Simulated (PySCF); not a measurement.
# As (R-3m) in PySCF: notebook, part 3 of 3

PySCF 2.14.0. The steps go on from the part before.

**4. Single point, PBE, non-collinear spin, zero start, spin-orbit coupling**

Input file run.py:

```python
import json
import numpy as np
from pyscf.pbc import gto, scf, dft, df
from pyscf.pbc.tools import pyscf_ase
from ase.io import read

atoms = read('As.xyz')
cell = pyscf_ase.cell_from_ase(atoms)
cell.basis = 'pob-dzvp-rev2'
cell.exp_to_discard = 0.1
cell.precision = 1e-08
cell.max_memory = 5880  # MB
cell.verbose = 4
cell.build()

res = {}
kpts = cell.make_kpts([2, 2, 2])
mf = dft.KGKS(cell, kpts, xc='pbe')
mf.collinear = 'col'
mf = mf.density_fit()
mf.with_df._cderi = 'cderi.h5'  # three-centre integrals saved by an earlier run on this cell, basis and mesh
mf = mf.x2c1e()
mf = mf.smearing(sigma=0.00183747, method='fermi')  # hartree
mf.conv_tol = 1e-07
mf.max_cycle = 60

# start: the atomic guess with a moment vector on each site
moments = np.array([[0.0, 0.0, 0.0], [0.0, 0.0, 0.0]])
nao = cell.nao
dm = np.array(mf.get_init_guess())
dm = dm[:, :nao, :nao] + dm[:, nao:, nao:]
p = np.zeros((3, nao))
for i, (a0, a1) in enumerate(cell.aoslice_by_atom()[:, 2:]):
    p[:, a0:a1] = moments[i][:, None] / cell.atom_charge(i)
mx_, my, mz = [(x[:, None] + x) / 2 * dm for x in p]
dm0 = np.block([[dm + mz, mx_ - 1j * my], [mx_ + 1j * my, dm - mz]]) / 2

mf.kernel(dm0)
res.update(converged=bool(mf.converged), e_tot=mf.e_tot, nelec=cell.nelectron, nao=cell.nao, mesh=list(map(int, cell.mesh)), a=cell.lattice_vectors().tolist(), coords=cell.atom_coords().tolist(),
           mo_energy=[np.real(x).tolist() for x in mf.mo_energy], mo_occ=[np.real(x).tolist() for x in mf.mo_occ])
res.update(e_free=mf.e_free, e_zero=mf.e_zero)
res.update(kpts=cell.get_scaled_kpts(kpts).tolist())
res['parts'] = {k: float(np.real(v)) for k, v in mf.scf_summary.items() if np.isscalar(v)}
json.dump(res, open('results.json', 'w'))
if not mf.converged:
    raise SystemExit('SCF not converged')

print('levels (eV)')
for i, kp in enumerate(res['kpts'][:40]):
    print('k %7.4f %7.4f %7.4f  ' % tuple(kp), ' '.join('%.3f' % (x * 27.211386) for x in res['mo_energy'][i][:71]))

# Mulliken populations
dm, s = np.asarray(mf.make_rdm1()), np.asarray(mf.get_ovlp())
sites = cell.aoslice_by_atom()[:, 2:]
nao = cell.nao
s = s[:, :nao, :nao]
aa, ab, ba, bb = dm[:, :nao, :nao], dm[:, :nao, nao:], dm[:, nao:, :nao], dm[:, nao:, nao:]
pop = [np.einsum('kij,kji->i', x, s).real / len(kpts) for x in (aa + bb, ab + ba, 1j * (ab - ba), aa - bb)]
res['moments'] = [[x[a0:a1].sum() for x in pop[1:]] for a0, a1 in sites]
tot = pop[0]
res['mulliken'] = [cell.atom_charge(i) - tot[a0:a1].sum() for i, (a0, a1) in enumerate(sites)]
print('Mulliken charges', np.round(res['mulliken'], 5))
print('Mulliken moments', np.round(res['moments'], 5))
res['done'] = True
json.dump(res, open('results.json', 'w'))
```

Input file As.xyz:

```xyz
2
Lattice="1.8807968987 1.0858785957 3.5140619945 -1.8807968987 1.0858785957 3.5140619945 0.0000000000 -2.1717571915 3.5140619945" Properties=species:S:1:pos:R:3 pbc="T T T"
As     0.0000000000      0.0000000000      2.3825340323
As     0.0000000000     -0.0000000001      8.1596519512
```

Potentials or basis: pob-dzvp-rev2 (all-electron).

Started as:

```sh
OMP_NUM_THREADS=4 python -u run.py > log
```

The log of the run:

```text
Discarded 0 diffused primitive functions, 0 contracted functions

PySCF version 2.14.0

[INPUT] verbose = 4
[INPUT] num. atoms = 2
[INPUT] num. electrons = 66
[INPUT] charge = 0
[INPUT] spin (= nelec alpha-beta = 2S) = 0
[INPUT] symmetry False subgroup None
[INPUT] Mole.unit = angstrom
[INPUT] Symbol           X                Y                Z      unit          X                Y                Z       unit  Magmom
[INPUT]  1 As     0.000000000000   0.000000000000   2.382534032300 AA    0.000000000000   0.000000000000   4.502336803503 Bohr   0.0
[... 105 lines left out ...]
    Total E(T) = -4509.31835093784  Free energy = -4509.31964325988  E0 = -4509.31899709886
cycle= 6 E= -4509.31835093784  delta_E= 1.42e-05  |g|= 0.00042  |ddm|= 0.0112
    sigma = 0.00183747  Optimized mu = 0.412916118557  entropy = 0.703338044874
nelec by numeric integration = 65.99997654037077
    Total E(T) = -4509.31835090116  Free energy = -4509.31964326372  E0 = -4509.31899708244
cycle= 7 E= -4509.31835090116  delta_E= 3.67e-08  |g|= 7.26e-05  |ddm|= 0.00146
    sigma = 0.00183747  Optimized mu = 0.412916764567  entropy = 0.703652115329
nelec by numeric integration = 65.999976537713
    Total E(T) = -4509.31835032376  Free energy = -4509.31964326341  E0 = -4509.31899679359
Extra cycle  E= -4509.31835032376  delta_E= 5.77e-07  |g|= 0.000123  |ddm|= 0.000642
converged SCF energy = -4509.31835032376
levels (eV)
k  0.0000  0.0000  0.0000   -11667.136 -11667.136 -11667.135 -11667.135 -1469.801 -1469.801 -1469.795 -1469.795 -1318.344 -1318.344 -1318.344 -1318.344 -1283.048 -1283.048 -1283.048 -1283.048 -1283.042 -1283.042 -1283.042 -1283.042 -172.999 -172.999 -172.980 -172.980 -121.160 -121.160 -121.157 -121.157 -116.438 -116.438 -116.434 -116.434 -116.415 -116.415 -116.413 -116.413 -25.380 -25.380 -25.352 -25.352 -25.352 -25.352 -25.329 -25.329 -24.415 -24.415 -24.401 -24.401 -24.399 -24.399 -24.340 -24.340 -24.337 -24.337 -24.335 -24.335 -3.432 -3.432 5.875 5.875 9.003 9.003 9.492 9.492 9.672 9.672 13.271 13.271 14.375 14.375 14.586
k  0.0000  0.0000  0.5000   -11667.135 -11667.135 -11667.135 -11667.135 -1469.798 -1469.798 -1469.798 -1469.798 -1318.345 -1318.345 -1318.345 -1318.345 -1283.048 -1283.048 -1283.048 -1283.048 -1283.042 -1283.042 -1283.042 -1283.042 -172.991 -172.991 -172.990 -172.990 -121.162 -121.162 -121.161 -121.161 -116.437 -116.437 -116.436 -116.436 -116.414 -116.414 -116.414 -116.414 -25.372 -25.372 -25.363 -25.363 -25.338 -25.338 -25.334 -25.334 -24.410 -24.410 -24.398 -24.398 -24.369 -24.369 -24.369 -24.369 -24.345 -24.345 -24.340 -24.340 -0.668 -0.668 0.509 0.509 8.681 8.681 8.700 8.700 11.132 11.132 11.318 11.318 11.923 11.923 12.887
k -0.0000  0.5000  0.0000   -11667.135 -11667.135 -11667.135 -11667.135 -1469.798 -1469.798 -1469.798 -1469.798 -1318.345 -1318.345 -1318.345 -1318.345 -1283.048 -1283.048 -1283.048 -1283.048 -1283.042 -1283.042 -1283.042 -1283.042 -172.991 -172.991 -172.990 -172.990 -121.162 -121.162 -121.161 -121.161 -116.437 -116.437 -116.436 -116.436 -116.414 -116.414 -116.414 -116.414 -25.372 -25.372 -25.363 -25.363 -25.338 -25.338 -25.334 -25.334 -24.410 -24.410 -24.398 -24.398 -24.369 -24.369 -24.369 -24.369 -24.345 -24.345 -24.341 -24.341 -0.668 -0.668 0.509 0.509 8.681 8.681 8.700 8.700 11.131 11.131 11.318 11.318 11.924 11.924 12.888
k  0.0000  0.5000  0.5000   -11667.136 -11667.136 -11667.135 -11667.135 -1469.799 -1469.799 -1469.798 -1469.798 -1318.345 -1318.345 -1318.345 -1318.345 -1283.048 -1283.048 -1283.048 -1283.048 -1283.042 -1283.042 -1283.042 -1283.042 -172.995 -172.995 -172.991 -172.991 -121.161 -121.161 -121.159 -121.159 -116.437 -116.437 -116.436 -116.436 -116.415 -116.415 -116.414 -116.414 -25.377 -25.377 -25.368 -25.368 -25.339 -25.339 -25.330 -25.330 -24.416 -24.416 -24.402 -24.402 -24.370 -24.370 -24.367 -24.367 -24.349 -24.349 -24.333 -24.333 -0.615 -0.615 1.944 1.944 5.532 5.532 7.227 7.227 7.443 7.443 13.040 13.040 17.010 17.010 18.595
k  0.5000 -0.0000 -0.0000   -11667.135 -11667.135 -11667.135 -11667.135 -1469.798 -1469.798 -1469.798 -1469.798 -1318.345 -1318.345 -1318.345 -1318.345 -1283.048 -1283.048 -1283.048 -1283.048 -1283.042 -1283.042 -1283.042 -1283.042 -172.991 -172.991 -172.990 -172.990 -121.162 -121.162 -121.161 -121.161 -116.437 -116.437 -116.436 -116.436 -116.414 -116.414 -116.414 -116.414 -25.372 -25.372 -25.363 -25.363 -25.338 -25.338 -25.334 -25.334 -24.410 -24.410 -24.398 -24.398 -24.369 -24.369 -24.369 -24.369 -24.345 -24.345 -24.341 -24.341 -0.668 -0.668 0.509 0.509 8.681 8.681 8.700 8.700 11.131 11.131 11.318 11.318 11.924 11.924 12.888
k  0.5000  0.0000  0.5000   -11667.136 -11667.136 -11667.135 -11667.135 -1469.799 -1469.799 -1469.798 -1469.798 -1318.345 -1318.345 -1318.345 -1318.345 -1283.048 -1283.048 -1283.048 -1283.048 -1283.042 -1283.042 -1283.042 -1283.042 -172.995 -172.995 -172.991 -172.991 -121.161 -121.161 -121.159 -121.159 -116.437 -116.437 -116.436 -116.436 -116.415 -116.415 -116.414 -116.414 -25.377 -25.377 -25.368 -25.368 -25.339 -25.339 -25.330 -25.330 -24.416 -24.416 -24.402 -24.402 -24.370 -24.370 -24.367 -24.367 -24.349 -24.349 -24.333 -24.333 -0.615 -0.615 1.944 1.944 5.532 5.532 7.227 7.227 7.443 7.443 13.040 13.040 17.010 17.010 18.595
k  0.5000  0.5000 -0.0000   -11667.136 -11667.136 -11667.135 -11667.135 -1469.799 -1469.799 -1469.798 -1469.798 -1318.345 -1318.345 -1318.345 -1318.345 -1283.048 -1283.048 -1283.048 -1283.048 -1283.042 -1283.042 -1283.042 -1283.042 -172.995 -172.995 -172.991 -172.991 -121.161 -121.161 -121.159 -121.159 -116.437 -116.437 -116.436 -116.436 -116.415 -116.415 -116.414 -116.414 -25.377 -25.377 -25.368 -25.368 -25.339 -25.339 -25.330 -25.330 -24.416 -24.416 -24.402 -24.402 -24.370 -24.370 -24.367 -24.367 -24.349 -24.349 -24.333 -24.333 -0.615 -0.615 1.944 1.944 5.532 5.532 7.227 7.227 7.443 7.443 13.041 13.041 17.010 17.010 18.595
k  0.5000  0.5000  0.5000   -11667.135 -11667.135 -11667.135 -11667.135 -1469.799 -1469.799 -1469.797 -1469.797 -1318.345 -1318.345 -1318.345 -1318.345 -1283.049 -1283.049 -1283.048 -1283.048 -1283.043 -1283.043 -1283.042 -1283.042 -172.991 -172.991 -172.987 -172.987 -121.165 -121.165 -121.159 -121.159 -116.438 -116.438 -116.435 -116.435 -116.416 -116.416 -116.413 -116.413 -25.375 -25.375 -25.355 -25.355 -25.347 -25.347 -25.335 -25.335 -24.410 -24.410 -24.399 -24.399 -24.391 -24.391 -24.351 -24.351 -24.342 -24.342 -24.335 -24.335 -2.102 -2.102 1.542 1.542 9.676 9.676 9.902 9.902 11.153 11.153 12.192 12.192 12.370 12.370 13.359
Mulliken charges [ 0. -0.]
Mulliken moments [[ 0.  0. -0.]
 [ 0.  0. -0.]]
```

Run time: 95 s. Hardware: 4 threads of AMD EPYC (Zen 3), shared host; peak memory 11 GiB.

Results:

```yaml
Free_energy: -122704.8385 eV
Net_moment: 0.00 μB per cell
```

Levels at points of the mesh, in eV from the Fermi level:
```tsv
k point	band 64	band 65	band 66	band 67	band 68	band 69
(0.00, 0.00, 0.00)	-1.74	-1.56	-1.56	2.03	2.03	3.14
(0.00, 0.00, 0.50)	-2.54	-0.10	-0.10	0.08	0.08	0.69
(0.00, 0.50, 0.00)	-2.54	-0.10	-0.10	0.08	0.08	0.69
(0.00, 0.50, 0.50)	-4.01	-3.79	-3.79	1.80	1.80	5.77
(0.50, 0.00, 0.00)	-2.54	-0.10	-0.10	0.08	0.08	0.69
(0.50, 0.00, 0.50)	-4.01	-3.79	-3.79	1.80	1.80	5.77
(0.50, 0.50, 0.00)	-4.01	-3.79	-3.79	1.80	1.80	5.77
(0.50, 0.50, 0.50)	-1.33	-0.08	-0.08	0.96	0.96	1.13
```

Moments on the atoms (μB; x, y, z):
```
As  0.00 0.00 0.00
As  0.00 0.00 0.00
```

Caveat: the k mesh is coarse (spacing up to 1.01 Å⁻¹), so the values aren't converged; the default atom-centred grid shifts energies of crystals by up to some 10 meV an atom and pressures by some 0.5 GPa; this structure is a semimetal, and a gap seen between mesh points isn't a property of it; the basis of atomic orbitals isn't converged, which shifts pressures, moduli and gaps.
